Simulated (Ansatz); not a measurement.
# CH5BN2Si: the cost of one run

Computed with Ansatz 0.2.0 through its Python package. Level of theory: r2SCAN0/def2-SVP.

### 1 The system

Bond lengths: Si1–B2 1.930 Å, B2–N3 1.472 Å, N3–C4 1.385 Å, B2–N5 1.471 Å, C4–N5 1.484 Å, Si1–H6 1.540 Å, Si1–H7 1.462 Å, Si1–H8 1.409 Å, C4–H9 1.071 Å, N5–H10 1.011 Å. Angles (14 of 16 angles, heavy atoms first): Si1–B2–N3 136.0°, Si1–B2–N5 136.8°, N3–B2–N5 86.6°, B2–N3–C4 93.8°, N3–C4–N5 89.4°, B2–N5–C4 89.8°, B2–Si1–H6 106.4°, B2–Si1–H7 109.3°, B2–Si1–H8 110.5°, N3–C4–H9 131.8°, N5–C4–H9 137.6°, B2–N5–H10 137.8°, C4–N5–H10 132.5°, H6–Si1–H7 107.7°.

ch5bn2si.xyz, read by the script:

```xyz
10

Si   -1.09970   -1.41200   -0.56770
B     0.07790   -0.08010    0.18420
N     0.45430    0.35760    1.53780
C     1.27520    1.37410    1.07950
N     0.84400    1.07480   -0.30880
H    -2.50040   -0.77470   -0.61610
H    -0.69250   -1.69700   -1.94230
H    -1.11510   -2.56770    0.23790
H     1.80580    2.14950    1.59260
H     1.03360    1.52430   -1.19420
```

### 2 Script

ch5bn2si.py

```python
import ansatz as az

mol = az.Crystal.molecule_from_extxyz("ch5bn2si.xyz")

setup = mol.calculation()
setup = setup.basis(gaussian="def2-SVP")
setup = setup.functional("r2scan0")
found = {}
for unpaired in [0, 2]:
    summary = setup.spin("collinear", total=unpaired).run().report
    s = unpaired / 2
    found[unpaired] = summary["free_energy_ev"]
    print(f"2S+1 = {unpaired + 1}: E = {found[unpaired]:.5f} eV, <S^2> = {abs(summary['mean_field']['state']['spin_squared']):.3f} (pure state {s * (s + 1):.2f})")
lowest = min(found, key=found.get)
for unpaired, e in found.items():
    print(f"multiplicity {unpaired + 1}: {96.485332 * (e - found[lowest]):.1f} kJ/mol above the lowest")
```

### 3 The calls as engine input

The engine receives this input (first run):

```yaml
crystal:
  periodic: [false, false, false]
  atoms:
    - { symbol: Si, position_ang: [-1.0997, -1.412, -0.5677] }
    - { symbol: B, position_ang: [0.0779, -0.0801, 0.1842] }
    - { symbol: "N", position_ang: [0.4543, 0.3576, 1.5378] }
    - { symbol: C, position_ang: [1.2752, 1.3741, 1.0795] }
    - { symbol: "N", position_ang: [0.844, 1.0748, -0.3088] }
    - { symbol: H, position_ang: [-2.5004, -0.7747, -0.6161] }
    - { symbol: H, position_ang: [-0.6925, -1.697, -1.9423] }
    - { symbol: H, position_ang: [-1.1151, -2.5677, 0.2379] }
    - { symbol: H, position_ang: [1.8058, 2.1495, 1.5926] }
    - { symbol: H, position_ang: [1.0336, 1.5243, -1.1942] }
basis:
  gaussian:
    orbitals: def2-SVP
hamiltonian:
  xc: r2scan0
magnetization:
  spin_polarized: true
  initial_magnetization: 0.0
```

### 4 The run

Run with:

```bash
python ch5bn2si.py
```

What time and memory should one allow on 1 thread of Intel Xeon 6975P-C (Granite Rapids), shared host?

About 23 s, with a peak of 0.39 GiB.
